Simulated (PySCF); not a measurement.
**YbF3(NH3): other functionals and bases at one geometry**

The task here is to estimate one member of a computed series from the others.

The runs use PySCF 2.14.0; several levels, as the steps say, no spin–orbit coupling.

2 further runs of the same task are left out: 2 for a known fault of the program.

## Starting geometry

8 atoms, charge 0, spin multiplicity 1.

Bond lengths: Yb1–F2 1.997 Å, Yb1–F3 1.997 Å, Yb1–F4 1.997 Å, Yb1–N5 2.450 Å, N5–H6 1.032 Å, N5–H7 1.032 Å, N5–H8 1.032 Å. Angles: F2–Yb1–F3 117.2°, F2–Yb1–F4 117.2°, F2–Yb1–N5 99.7°, F3–Yb1–F4 117.2°, F3–Yb1–N5 99.7°, F4–Yb1–N5 99.7°, Yb1–N5–H6 112.5°, Yb1–N5–H7 112.5°, Yb1–N5–H8 112.5°, H6–N5–H7 106.3°, H6–N5–H8 106.3°, H7–N5–H8 106.3°.

Coordinates:

```mol
F3H3NYb
  3D, bonds by distance, orders not assigned

  8  7  0  0  0  0  0  0  0  0999 V2000
    0.0816   -0.0816    0.0816 Yb  0  0
    1.0801    1.3307    1.0801 F   0  0
   -1.3307   -1.0801    1.0801 F   0  0
    1.0801   -1.0801   -1.3307 F   0  0
   -1.3331    1.3331   -1.3331 N   0  0
   -1.9505    1.9505   -0.7828 H   0  0
   -0.7828    1.9505   -1.9505 H   0  0
   -1.9505    0.7828   -1.9505 H   0  0
  1  2  8  0
  1  3  8  0
  1  4  8  0
  1  5  8  0
  5  6  8  0
  5  7  8  0
  5  8  8  0
M  END
```

Formal oxidation states: Yb +3. Each metal's 13 4f electrons lie in its core potential, so multiplicities, spins and levels count the valence alone. An earlier session relaxed this geometry at BP86, Yb lcecp-1-SVP with ECP59, F def2-SVP, N def2-SVP, H def2-SVP (singlet, point group C3v).

At BP86 on the finer grid: E = -395.581074 Eh, HOMO -7.72 eV, LUMO -1.46 eV, Mulliken charge on Yb1 +0.92 e, largest force component 0.009 eV/Å. 

Levels to run: BLYP; PBE; M06-L; TPSS; BP86, TZVP. Hardware: 2 threads of Arm Neoverse V1, shared host.

Set-up of the first run:

run.py (the lines that set the calculation) reads:

```python
mol = gto.M(atom='''
Yb     0.08164    -0.08164     0.08164
F      1.08007     1.33068     1.08007
F     -1.33068    -1.08007     1.08007
F      1.08007    -1.08007    -1.33068
N     -1.33305     1.33305    -1.33305
H     -1.95054     1.95054    -0.78284
H     -0.78284     1.95054    -1.95054
H     -1.95054     0.78284    -1.95054''',
    basis={'Yb': 'lcecp-1-SVP', 'F': 'def2-SVP', 'N': 'def2-SVP', 'H': 'def2-SVP'},
    ecp={'Yb': 'lcecp-1-SVP'},
    charge=0, spin=0)
mf = dft.RKS(mol, xc='BLYP')
mf.grids.atom_grid = (75, 302)  # f atoms: unpruned, at least (60, 302)
mf = mf.density_fit()  # fitting sets: Yb AutoAux, F def2-universal-JKFIT, N def2-universal-JKFIT, H def2-universal-JKFIT
mf.conv_tol = 1e-08; mf.max_cycle = 55
mf.kernel(dm0)  # dm0: the density of the relaxed state
```

Started as:

```
OMP_NUM_THREADS=2 python run.py
```

Among the steps run: BLYP; PBE; M06-L; TPSS; BP86, TZVP.

One of the session's tables, all rows but one given; the rest of the session is left out.

```
              level  HOMO (eV)  gap (eV)  charge on Yb1 (e)  dipole (D)  largest force component (eV/Å)
BP86 (relaxed here)      -7.72      6.25               0.92        6.47                            0.01
               BLYP      -7.52      5.88               0.88        6.45                            0.15
                PBE      -7.62      6.02               0.90        6.47                            0.02
              M06-L      -7.92      7.22               1.29        6.45                            0.31
               TPSS      -7.71      6.37               1.02        6.47                            0.08
         BP86, TZVP          ?         ?                  ?           ?                               ?
```

Estimate the missing values for BP86, TZVP.

**Answer.** HOMO (eV): -7.96; gap (eV): 6.24; charge on Yb1 (e): 1.50; dipole (D): 6.51; largest force component (eV/Å): 0.23. In the column «HOMO (eV)» it is the lowest.

In one basis the gap runs from 5.88 eV (BLYP) to 7.22 eV (M06-L). The largest leftover force, 0.31 eV/Å with M06-L, stands at a geometry relaxed at another level. With 4f in the core, its levels are missing from HOMO and gap, and its count is fixed, so no charge can pass from the ligands into it. Total energies of different levels can't be compared.
